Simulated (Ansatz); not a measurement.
Run this with the Python package of Ansatz (0.2.0) and show what comes out.

Input file `al2fh3.xyz`:
```text
6

F    -0.89190   -2.14280    1.28140
Al   -0.50440   -1.11960   -0.17610
Al    0.46930    1.14310    0.09990
H    -0.68010   -1.68530   -1.64540
H     0.89400    2.00450   -1.18520
H     0.75520    1.73620    1.57920
```

Script `run_tae.py`:
```python
from collections import Counter
from dataclasses import dataclass

import ansatz


@dataclass(frozen=True)
class Settings:
    basis_set: str = "cc-pVDZ"
    xc: str = "cam_b3lyp"


cfg = Settings()


def energy(molecule, charge=0, unpaired=0):
    calc = (
        molecule.calculation()
        .basis(gaussian=cfg.basis_set)
        .functional(cfg.xc)
    )
    if charge:
        calc = calc.charge(charge)
    if unpaired:
        calc = calc.spin("collinear", total=unpaired)
    return calc.run().report["free_energy_ev"]

mol = ansatz.Crystal.molecule_from_extxyz("al2fh3.xyz")

unpaired = {"F": 1, "Al": 1, "H": 1}
counts = Counter(site.symbol for site in mol.cartesian_sites)
atom_energy = {s: energy(ansatz.Crystal.molecule().atom(s, (0, 0, 0)), 0, unpaired[s]) for s in counts}
whole = energy(mol, 0, 0)
for s, e in atom_energy.items():
    print(f"{s:2s} x{counts[s]}  {e:14.5f} eV")
print(f"Al2FH3: {whole:.5f} eV")
split = sum(counts[s] * e for s, e in atom_energy.items()) - whole
print(f"atomisation energy (no zero-point term): {96.485332 * split:.1f} kJ/mol, {split / sum(counts.values()):.3f} eV an atom")
```

`python run_tae.py` gives:
```text
F  x1     -2713.04305 eV
Al x2     -6595.03302 eV
H  x3       -13.54839 eV
Al2FH3: -15959.59589 eV
atomisation energy (no zero-point term): 1528.5 kJ/mol, 2.640 eV an atom
```

1528.5 kJ/mol from the electronic energies, without the zero-point term.

Total energies depend on the basis set; only differences at equal settings carry meaning. The geometry is a force-field or estimated start, not a minimum of this method, and the basis set is short of its limit. All parts are taken at fixed geometry, without zero-point energy. For Al to Cl the sets with a tight d function, cc-pV(X+d)Z, are usual. The whole script took 2.7 s on 1 thread of Arm Neoverse V2, with other jobs on the host, peak memory 0.19 GiB.

(Lines on the test bed's own set-up are left out of the output.)
